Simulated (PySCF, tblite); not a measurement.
# C2H10BN: geometry, infrared bands, NMR shifts, spin-spin couplings, electronic excitations and core binding energies

Wanted: the infrared bands, NMR shifts, spin-spin couplings, electronic excitations and core binding energies of C2H10BN (`[BH3-][NH2+]CC`), by calculation.

Programs: tblite 0.8.0 and PySCF 2.14.0, with density-fitted response routines of our own. Each step states its level of theory. These are calculated values for one molecule in the gas phase, unless marked as measured. Atoms are numbered from 0 throughout.

## (1) The molecule as given

14 atoms, charge 0, multiplicity 1; geometry from: GFN2-xTB.

Bonds of the start (Å): B0–N1 1.65, N1–C2 1.46, C2–C3 1.52, B0–H4 1.19, B0–H5 1.19, B0–H6 1.19, N1–H7 1.02, N1–H8 1.02, C2–H9 1.09, C2–H10 1.09, C3–H11 1.09, C3–H12 1.09, C3–H13 1.09.

## (2) Infrared spectrum with GFN2-xTB

The job: settings as JSON, then the geometry in Å.

```
{"job": {"kind": "ir", "xc": "GFN2-xTB", "basis": "xTB"}, "charge": 0, "multiplicity": 1}
B      2.006560    -0.377946    -0.071024
N      0.484953     0.146743    -0.414482
C     -0.560752    -0.432487     0.424078
C     -1.947744     0.084931     0.064852
H      2.713198     0.194226    -0.843910
H      1.995745    -1.557857    -0.240336
H      2.215064    -0.069825     1.061449
H      0.501084     1.157431    -0.314192
H      0.319657    -0.074958    -1.391887
H     -0.513636    -1.517053     0.309501
H     -0.319641    -0.197760     1.462529
H     -2.003397     1.165289     0.188191
H     -2.694812    -0.368850     0.710057
H     -2.196956    -0.157334    -0.966993
```

**Question.** This job is followed by: PBE0-D3(BJ)/def2-SVP geometry optimisation, gas phase; GIAO PBE0/pcSseg-1 NMR shielding, non-relativistic, gas phase; B3LYP/pcJ-1 indirect spin-spin coupling, non-relativistic, gas phase; TDDFT PBE0/def2-SVPD, vertical, gas phase, core orbitals frozen in the response; GIAO PBE/pcSseg-2 NMR shielding, non-relativistic, gas phase; delta-SCF UKS SCAN, pcX-2 on the ionised atom, pcseg-1 elsewhere, spin-free X2C. What will the session give for the following? strongest single infrared mode (GFN2-xTB); zero-point energy (GFN2-xTB); point group; rotational constants (main isotopes); 13C shifts against TMS (PBE0/pcSseg-1); 1H shifts against TMS (PBE0/pcSseg-1, means over atoms taken as alike); 11B shifts against BF3·OEt2 (PBE0/pcSseg-1); 15N shifts against NH3 (PBE0/pcSseg-1); largest coupling of the table (B3LYP/pcJ-1); lowest singlet (PBE0/def2-SVPD); brightest single state of those computed; lowest triplet; vertical ionisation energy (ΔSCF); C1s binding energies, SCAN/pcX-2; B1s binding energies, SCAN/pcX-2; N1s binding energies, SCAN/pcX-2; range of the shift of N1.

**Answer**, as computed:

| quantity | value |
| --- | --- |
| strongest single infrared mode (GFN2-xTB) | 2431 cm⁻¹, 329 km/mol |
| zero-point energy (GFN2-xTB) | 78.0 kcal/mol |
| point group | Cs |
| rotational constants (main isotopes) | 23.02, 3.64, 3.43 GHz |
| 13C shifts against TMS (PBE0/pcSseg-1) | 45.7, 17.4 ppm |
| 1H shifts against TMS (PBE0/pcSseg-1, means over atoms taken as alike) | 2.63, 2.34, 2.07, 1.10 ppm |
| 11B shifts against BF3·OEt2 (PBE0/pcSseg-1) | -22.3 ppm |
| 15N shifts against NH3 (PBE0/pcSseg-1) | 69.3 ppm |
| largest coupling of the table (B3LYP/pcJ-1) | 1J(C,H) C2–H9, 146.9 Hz |
| lowest singlet (PBE0/def2-SVPD) | 6.53 eV (190 nm), f = 0.011 |
| brightest single state of those computed | state 7, 7.99 eV, f = 0.051 |
| lowest triplet | 6.42 eV |
| vertical ionisation energy (ΔSCF) | 10.17 eV |
| C1s binding energies, SCAN/pcX-2 | C2 292.42, C3 291.63 eV |
| B1s binding energies, SCAN/pcX-2 | B0 193.59 eV |
| N1s binding energies, SCAN/pcX-2 | N1 407.40 eV |
| range of the shift of N1 | 69.3 to 76.2 ppm |

**Reading.** All 36 modes are real, so the xTB geometry is a minimum. The strongest single mode, at 2431 cm⁻¹, moves mainly H4. GFN2-xTB is a fitted tight-binding method: band positions and strengths are rough. Its intensities can rank the bands wrongly. The most deshielded carbon is C2 (sp3 CH2 bonded to N), at 45.7 ppm: deshielded by the electronegative neighbour. The most deshielded hydrogen is H9, H10 (mean) (hydrogen on an sp3 CH2 bonded to N), at 2.63 ppm: its carbon carries N, an electronegative neighbour. At PBE0/pcSseg-1: The widest tensor belongs to C2: span 60 ppm, with a paramagnetic part of -108 ppm. In the run at B3LYP/pcJ-1, the largest coupling of the table is C2–H9 (mean over like pairs), 146.9 Hz, of which the Fermi-contact term gives 145.7 Hz. Couplings across rotatable bonds belong to this one conformer; where others are populated, the observed values are averages, and the simulated multiplets take (2 J gauche + J anti)/3 across rotating chain bonds. The orbital energy would give 7.63 eV for ionisation, ΔSCF gives 10.17 eV. The C1s levels kept as sound span 0.79 eV, from C3 (methyl carbon) up to C2 (sp3 CH2 bonded to N). Across the 2 runs the shift of N1 moves most, between 69.3 (PBE0/pcSseg-1) and 76.2 ppm (PBE/pcSseg-2).
